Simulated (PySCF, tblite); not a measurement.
**C5H12AlFS2: geometry, infrared bands and NMR shifts**

What infrared bands and NMR shifts should C5H12AlFS2 (`C[S+](C)[AlH2-][C@@]1(S)C[C@H]1F`) show?

The runs use tblite 0.8.0 and PySCF 2.14.0, with density-fitted response routines of our own; the level of theory stands in each step. All values are computed, except where a source is named. Atoms count from 0, in the outputs and in this text.

## (1) The starting structure

21 atoms, charge 0, multiplicity 1; geometry from: force field or distance geometry start.

Bonds of the start (Å): C0–S1 1.76, S1–C2 1.74, S1–Al3 2.18, Al3–C4 1.98, C4–S5 1.81, C4–C6 1.50, C6–C7 1.52, C7–F8 1.38, C7–C4 1.51, C0–H9 1.12, C0–H10 1.10, C0–H11 1.11, C2–H12 1.10, C2–H13 1.13, C2–H14 1.12, Al3–H15 1.62, Al3–H16 1.61, S5–H17 1.40, C6–H18 1.12, C6–H19 1.11, C7–H20 1.10.

## (2) Geometry optimisation with GFN2-xTB

What the job is given:

```
{"job": {"kind": "relax", "xc": "GFN2-xTB", "basis": "xTB"}, "charge": 0, "multiplicity": 1}
C      2.715500    -1.523500     0.099800
S      1.696400    -0.097300     0.007000
C      2.529900     1.431700    -0.028600
Al    -0.197000    -0.165900     1.086600
C     -1.662600     0.037600    -0.223000
S     -1.259300     0.844000    -1.794100
C     -2.767900    -0.968700    -0.307600
C     -3.004400     0.352900     0.401700
F     -3.077600     0.224400     1.770400
H      2.100900    -2.392000    -0.255600
H      3.087700    -1.784500     1.096300
H      3.526600    -1.407100    -0.646900
H      3.631100     1.353200     0.017000
H      2.304200     1.901300    -1.028300
H      2.191400     2.184600     0.723800
H     -0.426400    -1.497400     1.973700
H     -0.316200     1.071500     2.109100
H     -1.528200     2.216400    -1.778000
H     -2.705900    -1.896800     0.318100
H     -3.297600    -1.032000    -1.275700
H     -3.549400     1.164400    -0.111400
```

On the command line:

```
> OMP_NUM_THREADS=1 python probes_run.py task.json out
```

This one command runs all jobs of the session in turn.

**Question.** This job is followed by: GFN2-xTB harmonic vibrations, gas phase; GIAO PBE0/pcSseg-1 NMR shielding, non-relativistic, gas phase. What will the session give for the following? strongest single infrared mode (GFN2-xTB); zero-point energy (GFN2-xTB); 13C shifts against TMS (PBE0/pcSseg-1); 1H shifts against TMS (PBE0/pcSseg-1, means over atoms taken as alike); 33S shifts against CS2 (PBE0/pcSseg-1); 27Al shifts against AlH4- (PBE0/pcSseg-1); 19F shifts against CFCl3 (PBE0/pcSseg-1).

The runs gave:

| quantity | value |
| --- | --- |
| strongest single infrared mode (GFN2-xTB) | 768 cm⁻¹, 421 km/mol |
| zero-point energy (GFN2-xTB) | 93.0 kcal/mol |
| 13C shifts against TMS (PBE0/pcSseg-1) | 91.2, 29.6, 27.6, 25.7, 14.5 ppm |
| 1H shifts against TMS (PBE0/pcSseg-1, means over atoms taken as alike) | 5.24, 3.74, 3.65, 2.55, 2.28, 2.10, 1.98, 0.84 ppm |
| 33S shifts against CS2 (PBE0/pcSseg-1) | -40, -115 ppm |
| 27Al shifts against AlH4- (PBE0/pcSseg-1) | 51.3 ppm |
| 19F shifts against CFCl3 (PBE0/pcSseg-1) | -206.6 ppm |

Relaxing lowered the energy by 2.138 eV in 178 steps; the close pair that moved most is Al3–F8, from 2.986 to 2.037 Å. No mode is imaginary among the 57: a minimum at this level. The strongest single mode, at 768 cm⁻¹, is spread over many atoms; the largest shares are those of H16, H15. Unscaled tight-binding wavenumbers are off by several per cent, some by more. Its intensities can rank the bands wrongly. The most deshielded carbon is C7 (three-membered-ring carbon bearing a halogen), at 91.2 ppm: deshielded by the electronegative neighbour. The most deshielded hydrogen is H20 (hydrogen on a three-membered-ring carbon bearing a halogen), at 5.24 ppm: its carbon carries F, an electronegative neighbour. At PBE0/pcSseg-1: Shielding is most anisotropic at S5 (span 436 ppm, paramagnetic term -512 ppm).
